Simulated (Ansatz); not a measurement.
# GeAsH₃ (singlet): from Hartree-Fock to the top rungs at a displaced geometry (v2), cc-pVDZ

One table from this session's results is given with a row withheld; the runs are named, their logs left out.

Method: cc-pVDZ, core rule «outside noble gas», up to 28 orbitals frozen; program: Ansatz 0.2.0, Gaussian basis.

The runs, in order: UHF; CCSD(T) on RHF; CCSD(T) on UHF; BCCD(T) on RHF; CISD; CCSDT(Q) on RHF; CCSDT(Q) on UHF.

18 further runs of the same task are left out: 5 that didn't finish, 13 set aside as unsound or not needed.

## The geometry

The geometry is a PBE0/def2-TZVP stationary point (not a proven minimum) with its atoms shifted at random (size 0.100 Å). No spin-orbit coupling is included. The filled d shell of Ge, As may be among the frozen orbitals whatever the setting's name suggests; the logs give the count.

5 atoms, charge 0, spin multiplicity 1.

Atoms are counted from 1 here; the program's logs count them from 0.

Bond lengths: Ge1–As2 2.425 Å, Ge1–H3 1.618 Å, As2–H4 1.466 Å, As2–H5 1.419 Å. Angles: As2–Ge1–H3 89.7°, Ge1–As2–H4 100.6°, Ge1–As2–H5 104.6°, H4–As2–H5 101.3°.

The first run:

The input, in.yaml:

```yaml
crystal:
  periodic: [false, false, false]
  atoms:
    - {symbol: Ge, position_ang: [0.061278, 0.035838, 1.241151]}
    - {symbol: As, position_ang: [-0.035412, -0.013514, -1.181091]}
    - {symbol: H, position_ang: [0.029752, -1.582030, 1.266154]}
    - {symbol: H, position_ang: [-0.987666, -1.108193, -1.391012]}
    - {symbol: H, position_ang: [-0.826025, 1.112019, -1.529954]}
basis:
  gaussian: {orbitals: cc-pVDZ}
magnetization: {spin_polarized: true, initial_magnetization: 0}
hamiltonian: {xc: hf}
output: {orbitals: {seedname: orbitals}}
```

Run with:

```console
> ansatz run in.yaml --threads 1 --pin off --events-out ev --progress --plain --max-ram 2393MiB
```

Steps of the session up to this table: UHF; CCSD(T) on RHF; CCSD(T) on UHF; BCCD(T) on RHF; CISD; CCSDT(Q) on RHF; CCSDT(Q) on UHF.

One table of the session follows, with a row left open; its other results are not shown here.

It belongs to the step «Misses and costs». 

| method | from RCCSDT(Q) (meV) |
| --- | --- |
| RHF | +6500.3 |
| UHF | +6492.4 |
| RMP2 | +1324.5 |
| CISD | +822.4 |
| RCCSD | +231.8 |
| RCCSD(T) | +43.5 |
| BCCD(T) | +42.3 |
| RCCSDT | ? |
| RCCSDT(Q) | 0 |

Estimate the missing values for RCCSDT.

As computed: from RCCSDT(Q) (meV): +12.3. In the column «from RCCSDT(Q) (meV)» it lies between RCCSDT(Q) (0) and BCCD(T) (+42.3).

Not comparable, so not listed: CCSD(T) on UHF; CCSDT(Q) on UHF (they don't share determinant, frozen orbitals or solution with the rows shown, or repeat one).

Limits of these values: Warnings: restricted reference is unstable; spin contamination.
